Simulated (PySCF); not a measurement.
# [Yb(H2O)4]3+: how settings move a single point

Aim: repeat the single point on relaxed [Yb(H2O)4]3+ with altered settings, some of them bad on purpose. The species was built from a template and needn't be a known compound.

Computed with PySCF 2.14.0. Level: r2SCAN, Yb lcecp-1-SVP with ECP59, O def2-SVP, H def2-SVP; scalar-relativistic core potentials, no spin–orbit coupling.

4 further runs of the same task are left out: 2 for a known fault of the program, 1 that didn't finish, 1 set aside as unsound or not needed.

## Step 1: Where the work starts

13 atoms, charge 3, spin multiplicity 1.

Bond lengths: Yb1–O2 2.230 Å, Yb1–O5 2.230 Å, Yb1–O8 2.230 Å, Yb1–O11 2.230 Å, O2–H3 0.988 Å, O2–H4 0.988 Å, O5–H6 0.988 Å, O5–H7 0.988 Å, O8–H9 0.988 Å, O8–H10 0.988 Å, O11–H12 0.988 Å, O11–H13 0.988 Å. Angles: O2–Yb1–O5 111.0°, O2–Yb1–O8 106.4°, O2–Yb1–O11 111.0°, O5–Yb1–O8 111.0°, O5–Yb1–O11 106.4°, O8–Yb1–O11 111.0°, Yb1–O2–H3 128.4°, Yb1–O2–H4 128.5°, H3–O2–H4 103.2°, Yb1–O5–H6 128.5°, Yb1–O5–H7 128.4°, H6–O5–H7 103.2°, Yb1–O8–H9 128.5°, Yb1–O8–H10 128.4°, H9–O8–H10 103.2°, Yb1–O11–H12 128.4°, Yb1–O11–H13 128.5°, H12–O11–H13 103.2°.

Coordinates:

```xyz
13

Yb   -0.00003    0.00000    0.00000
O     1.33560    1.29699    1.22766
H     2.14681    1.04084    1.72946
H     1.26292    2.26720    1.39760
O    -1.33565   -1.22767    1.29699
H    -1.26276   -1.39775    2.26725
H    -2.14691   -1.72944    1.04084
O     1.33560   -1.29699   -1.22766
H     1.26292   -2.26720   -1.39760
H     2.14681   -1.04084   -1.72946
O    -1.33565    1.22767   -1.29699
H    -2.14691    1.72944   -1.04084
H    -1.26276    1.39775   -2.26725
```

Formal oxidation states: Yb +3. Each metal's 13 4f electrons lie in its core potential, so multiplicities, spins and levels count the valence alone. An earlier session relaxed this geometry at r2SCAN, Yb lcecp-1-SVP with ECP59, O def2-SVP, H def2-SVP (singlet, point group S4).

The sound run used a (50, 194) grid (finer on f atoms), a threshold of 1e-8 and at most 55 cycles, and ended at -343.783098 Eh.

## Step 2: Altered run 1

The input, run.py (the lines that set the calculation):

```python
mol = gto.M(atom='''
Yb    -0.00003     0.00000     0.00000
O      1.49587     1.45263     1.37498
H      2.40443     1.16574     1.93700
H      1.41447     2.53926     1.56531
O     -1.49593    -1.37499     1.45263
H     -1.41429    -1.56548     2.53932
H     -2.40454    -1.93698     1.16574
O      1.49587    -1.45263    -1.37498
H      1.41447    -2.53926    -1.56531
H      2.40443    -1.16574    -1.93700
O     -1.49593     1.37499    -1.45263
H     -2.40454     1.93698    -1.16574
H     -1.41429     1.56548    -2.53932''',
    basis={'Yb': 'lcecp-1-SVP', 'O': 'def2-SVP', 'H': 'def2-SVP'},
    ecp={'Yb': 'lcecp-1-SVP'},
    charge=3, spin=0)
mf = dft.RKS(mol, xc='R2SCAN')
mf.grids.atom_grid = (50, 194)  # f atoms: unpruned, at least (60, 302)
mf = mf.density_fit()  # fitting sets: Yb AutoAux, O def2-universal-JKFIT, H def2-universal-JKFIT
mf.conv_tol = 1e-08; mf.max_cycle = 55
mf.kernel(dm0)  # dm0: free metal ions and neutral atoms
```

Started as:

```sh
> OMP_NUM_THREADS=2 python run.py
```

What it wrote:

```text
init E= -334.482787932591
  HOMO = -1.1577202568436  LUMO = -0.69811504973644  gap/eV = 12.50649
cycle= 1 E= -341.469069977518  delta_E= -6.99  |g|= 3.35  |ddm|= 3.39
cycle= 2 E= -324.637368135894  delta_E= 16.8  |g|= 7.11  |ddm|= 7.36
  HOMO = -0.749044087883394  LUMO = -0.455342988963179  gap/eV = 7.99201
cycle= 3 E= -343.380271651304  delta_E= -18.7  |g|= 0.928  |ddm|= 6.82
  HOMO = -0.804111530723094  LUMO = -0.609064005091636  gap/eV = 5.30751
cycle= 4 E= -343.642758748752  delta_E= -0.262  |g|= 0.319  |ddm|= 1.52
  HOMO = -0.773714474942104  LUMO = -0.587618509564465  gap/eV = 5.06393
cycle= 5 E= -343.657852011539  delta_E= -0.0151  |g|= 0.177  |ddm|= 0.252
  HOMO = -0.78289751956186  LUMO = -0.587381200968818  gap/eV = 5.32027
cycle= 6 E= -343.663569710959  delta_E= -0.00572  |g|= 0.0437  |ddm|= 0.128
  HOMO = -0.786306941345294  LUMO = -0.590145303017666  gap/eV = 5.33783
cycle= 7 E= -343.663969094065  delta_E= -0.000399  |g|= 0.00348  |ddm|= 0.0318
  HOMO = -0.786406659766227  LUMO = -0.590355711095329  gap/eV = 5.33482
cycle= 8 E= -343.6639713383  delta_E= -2.24e-06  |g|= 0.000683  |ddm|= 0.00309
  HOMO = -0.786327516579665  LUMO = -0.590254500079017  gap/eV = 5.33542
cycle= 9 E= -343.66397142555  delta_E= -8.72e-08  |g|= 7.18e-05  |ddm|= 0.000429
  HOMO = -0.786327777047777  LUMO = -0.590270010236851  gap/eV = 5.33500
cycle= 10 E= -343.663971427361  delta_E= -1.81e-09  |g|= 5.55e-06  |ddm|= 0.000102
  HOMO = -0.78632726241864  LUMO = -0.59026875570195  gap/eV = 5.33502
Extra cycle  E= -343.663971427361  delta_E=    0  |g|= 6.26e-06  |ddm|= 8.64e-06
converged SCF energy = -343.663971427361
```

Run time: 12 s. Hardware: 2 threads of Arm Neoverse V1, shared host.

Changed: the scale of all coordinates (1.12). It converges in 10 cycles, +3.242 eV from the sound run, with a largest force component of 3.75 eV/Å. The setting is unsound, so these numbers aren't the compound's.

## Step 3: Altered run 2

The input, run.py (the lines that set the calculation):

```python
mol = gto.M(atom='''
Yb    -0.00003     0.00000     0.00000
O      1.33560     1.29699     1.22766
H      2.14681     1.04084     1.72946
H      1.26292     2.26720     1.39760
O     -1.33565    -1.22767     1.29699
H     -1.26276    -1.39775     2.26725
H     -2.14691    -1.72944     1.04084
O      1.33560    -1.29699    -1.22766
H      1.26292    -2.26720    -1.39760
H      2.14681    -1.04084    -1.72946
O     -1.33565     1.22767    -1.29699
H     -2.14691     1.72944    -1.04084
H     -1.26276     1.39775    -2.26725''',
    basis={'Yb': 'lcecp-1-SVP', 'O': 'def2-SVP', 'H': 'def2-SVP'},
    ecp={'Yb': 'lcecp-1-SVP'},
    charge=3, spin=0)
mf = dft.RKS(mol, xc='R2SCAN')
mf.grids.atom_grid = (40, 110)  # f atoms: unpruned
mf = mf.density_fit()  # fitting sets: Yb AutoAux, O def2-universal-JKFIT, H def2-universal-JKFIT
mf.conv_tol = 1e-08; mf.max_cycle = 55
mf.kernel(dm0)  # dm0: free metal ions and neutral atoms
```

Started as:

```sh
> OMP_NUM_THREADS=2 python run.py
```

What it wrote:

```text
init E= -334.981267640885
  HOMO = -1.23895747818589  LUMO = -0.740968304853004  gap/eV = 13.55098
cycle= 1 E= -341.903229865171  delta_E= -6.92  |g|=  3.2  |ddm|= 3.61
  HOMO = -0.516022202136577  LUMO = -0.496896372628196  gap/eV = 0.52044
cycle= 2 E= -333.952185346127  delta_E= 7.95  |g|=  6.2  |ddm|= 5.86
  HOMO = -0.836548300224563  LUMO = -0.469931771959981  gap/eV = 9.97614
cycle= 3 E= -343.63517120378  delta_E= -9.68  |g|= 0.694  |ddm|= 5.05
  HOMO = -0.866733406805665  LUMO = -0.608418121892953  gap/eV = 7.02912
cycle= 4 E= -343.775513999799  delta_E= -0.14  |g|= 0.163  |ddm|= 1.16
  HOMO = -0.850682676698157  LUMO = -0.57528019115052  gap/eV = 7.49408
cycle= 5 E= -343.781390460497  delta_E= -0.00588  |g|= 0.0146  |ddm|= 0.152
  HOMO = -0.851292385390347  LUMO = -0.575741578458586  gap/eV = 7.49812
cycle= 6 E= -343.781427135781  delta_E= -3.67e-05  |g|= 0.00215  |ddm|= 0.0101
  HOMO = -0.85157217490101  LUMO = -0.576313153149318  gap/eV = 7.49018
cycle= 7 E= -343.781428253581  delta_E= -1.12e-06  |g|= 0.000286  |ddm|= 0.00323
  HOMO = -0.85154386280697  LUMO = -0.576280910432647  gap/eV = 7.49029
cycle= 8 E= -343.781428254727  delta_E= -1.15e-09  |g|= 0.000284  |ddm|= 0.000333
  HOMO = -0.851564390032959  LUMO = -0.576274284982202  gap/eV = 7.49103
cycle= 9 E= -343.78142826975  delta_E= -1.5e-08  |g|= 1.15e-05  |ddm|= 0.000172
  HOMO = -0.85156418982431  LUMO = -0.576275895696645  gap/eV = 7.49098
cycle= 10 E= -343.781428269782  delta_E= -3.21e-11  |g|= 1.85e-06  |ddm|= 1.1e-05
  HOMO = -0.851564114007839  LUMO = -0.576276243304161  gap/eV = 7.49096
Extra cycle  E= -343.781428269785  delta_E= -2.27e-12  |g|= 1.88e-06  |ddm|= 3.27e-06
converged SCF energy = -343.781428269785
```

Wall time 8.8 s (2 threads of Arm Neoverse V1, shared host).

Changed: the integration grid, to (40, 110). It converges in 10 cycles, +0.045 eV from the sound run, with a largest force component of 0.07 eV/Å. The setting is unsound, so these numbers aren't the compound's.

## Step 4: Altered run 3

run.py (the lines that set the calculation), as its differences from that of step 3:

```diff
@@ -18,5 +18,5 @@
 mf = dft.RKS(mol, xc='R2SCAN')
-mf.grids.atom_grid = (40, 110)  # f atoms: unpruned
+mf.grids.atom_grid = (50, 194)  # f atoms: unpruned, at least (60, 302)
 mf = mf.density_fit()  # fitting sets: Yb AutoAux, O def2-universal-JKFIT, H def2-universal-JKFIT
-mf.conv_tol = 1e-08; mf.max_cycle = 55
+mf.conv_tol = 0.0001; mf.max_cycle = 55
 mf.kernel(dm0)  # dm0: free metal ions and neutral atoms
```

Started as:

```sh
> OMP_NUM_THREADS=2 python run.py
```

What it wrote:

```text
init E= -334.983346447002
  HOMO = -1.23967289568234  LUMO = -0.741073037476595  gap/eV = 13.56759
cycle= 1 E= -341.896115340696  delta_E= -6.91  |g|= 3.21  |ddm|= 3.61
  HOMO = -0.515384111733481  LUMO = -0.496610490350416  gap/eV = 0.51086
cycle= 2 E= -333.88529553319  delta_E= 8.01  |g|= 6.21  |ddm|= 5.88
  HOMO = -0.836489678771495  LUMO = -0.469727784277509  gap/eV = 9.98010
cycle= 3 E= -343.635388891319  delta_E= -9.75  |g|= 0.698  |ddm|= 5.07
  HOMO = -0.866759736105477  LUMO = -0.608649189264105  gap/eV = 7.02355
cycle= 4 E= -343.777161768648  delta_E= -0.142  |g|= 0.163  |ddm|= 1.16
  HOMO = -0.850583442897023  LUMO = -0.575461421532472  gap/eV = 7.48645
cycle= 5 E= -343.783059271486  delta_E= -0.0059  |g|= 0.0148  |ddm|= 0.152
  HOMO = -0.851211217148206  LUMO = -0.575975629762994  gap/eV = 7.48954
cycle= 6 E= -343.783097062764  delta_E= -3.78e-05  |g|= 0.00217  |ddm|= 0.0103
  HOMO = -0.851583582044305  LUMO = -0.576814449336711  gap/eV = 7.47685
Extra cycle  E= -343.783097873163  delta_E= -8.1e-07  |g|= 0.00119  |ddm|= 0.00461
converged SCF energy = -343.783097873163
```

Wall time 9.9 s (2 threads of Arm Neoverse V1, shared host).

Changed: the SCF threshold (0.0001). It converges in 6 cycles, at the sound run's energy within 0.001 eV, with a largest force component of 0.01 eV/Å. The result survives the change.

## Step 5: Altered run 4

run.py (the lines that set the calculation), as its differences from that of step 4:

```diff
@@ -20,3 +20,3 @@
 mf = mf.density_fit()  # fitting sets: Yb AutoAux, O def2-universal-JKFIT, H def2-universal-JKFIT
-mf.conv_tol = 0.0001; mf.max_cycle = 55
-mf.kernel(dm0)  # dm0: free metal ions and neutral atoms
+mf.conv_tol = 1e-08; mf.max_cycle = 90
+mf.kernel(dm0)  # dm0: core Hamiltonian
```

Started as:

```sh
> OMP_NUM_THREADS=2 python run.py
```

What it wrote:

```text
init E= -314.95537406454
  HOMO = -0.208146818277494  LUMO = -0.203494804232416  gap/eV = 0.12659
cycle= 1 E= -306.771933972518  delta_E= 8.18  |g|= 7.62  |ddm|= 21.2
  HOMO = -1.82692996828417  LUMO = -1.51571558456666  gap/eV = 8.46857
cycle= 2 E= -325.743988126653  delta_E=  -19  |g|= 8.23  |ddm|= 19.1
  HOMO = -1.50035124934443  LUMO = -0.818400013843793  gap/eV = 18.55684
cycle= 3 E= -341.466984978885  delta_E= -15.7  |g|= 3.38  |ddm|= 5.79
  HOMO = -1.08823718907835  LUMO = -0.617263377342715  gap/eV = 12.81585
cycle= 4 E= -343.177164362448  delta_E= -1.71  |g|= 1.76  |ddm|= 1.02
  HOMO = -0.901466015297056  LUMO = -0.630762924085963  gap/eV = 7.36621
cycle= 5 E= -343.763597842641  delta_E= -0.586  |g|= 0.329  |ddm|= 1.07
  HOMO = -0.855806553951321  LUMO = -0.569549758554931  gap/eV = 7.78944
cycle= 6 E= -343.782153035013  delta_E= -0.0186  |g|= 0.0638  |ddm|= 0.239
  HOMO = -0.853163994514954  LUMO = -0.580535143398493  gap/eV = 7.41861
cycle= 7 E= -343.783033456957  delta_E= -0.00088  |g|= 0.0166  |ddm|= 0.0781
  HOMO = -0.851600526281315  LUMO = -0.576267982147252  gap/eV = 7.49218
cycle= 8 E= -343.783096190181  delta_E= -6.27e-05  |g|= 0.00293  |ddm|= 0.02
  HOMO = -0.85145657692356  LUMO = -0.576538790871206  gap/eV = 7.48089
cycle= 9 E= -343.78309819194  delta_E= -2e-06  |g|= 0.000366  |ddm|= 0.00275
  HOMO = -0.851463870076495  LUMO = -0.576519975126768  gap/eV = 7.48160
cycle= 10 E= -343.783098212024  delta_E= -2.01e-08  |g|= 0.000207  |ddm|= 0.000324
  HOMO = -0.851484445254453  LUMO = -0.576513492647559  gap/eV = 7.48234
cycle= 11 E= -343.783098220223  delta_E= -8.2e-09  |g|= 1.12e-05  |ddm|= 0.000134
  HOMO = -0.851482993054694  LUMO = -0.576514713624492  gap/eV = 7.48227
Extra cycle  E= -343.783098220224  delta_E= -1.02e-12  |g|= 1.11e-05  |ddm|= 1.55e-05
converged SCF energy = -343.783098220224
```

Run time: 13 s. Hardware: 2 threads of Arm Neoverse V1, shared host.

Changed: the starting guess (bare core Hamiltonian); the cycle limit is 90. It converges in 11 cycles, at the sound run's energy within 0.001 eV, with a largest force component of 0.01 eV/Å. The result survives the change.

## Step 6: Results

| run | changed | ending | energy change (eV) | cycles | time | usable |
| --- | --- | --- | --- | --- | --- | --- |
| 1 | the scale of all coordinates | converged | +3.242 | 10 | 12 s | no |
| 2 | the integration grid | converged | +0.045 | 10 | 8.8 s | no |
| 3 | the SCF threshold | converged | 0.000 | 6 | 9.9 s | yes |
| 4 | the starting guess | converged | 0.000 | 11 | 13 s | yes |

2 of 4 altered runs give a usable result. 2 ended normally with numbers unfit to quote.
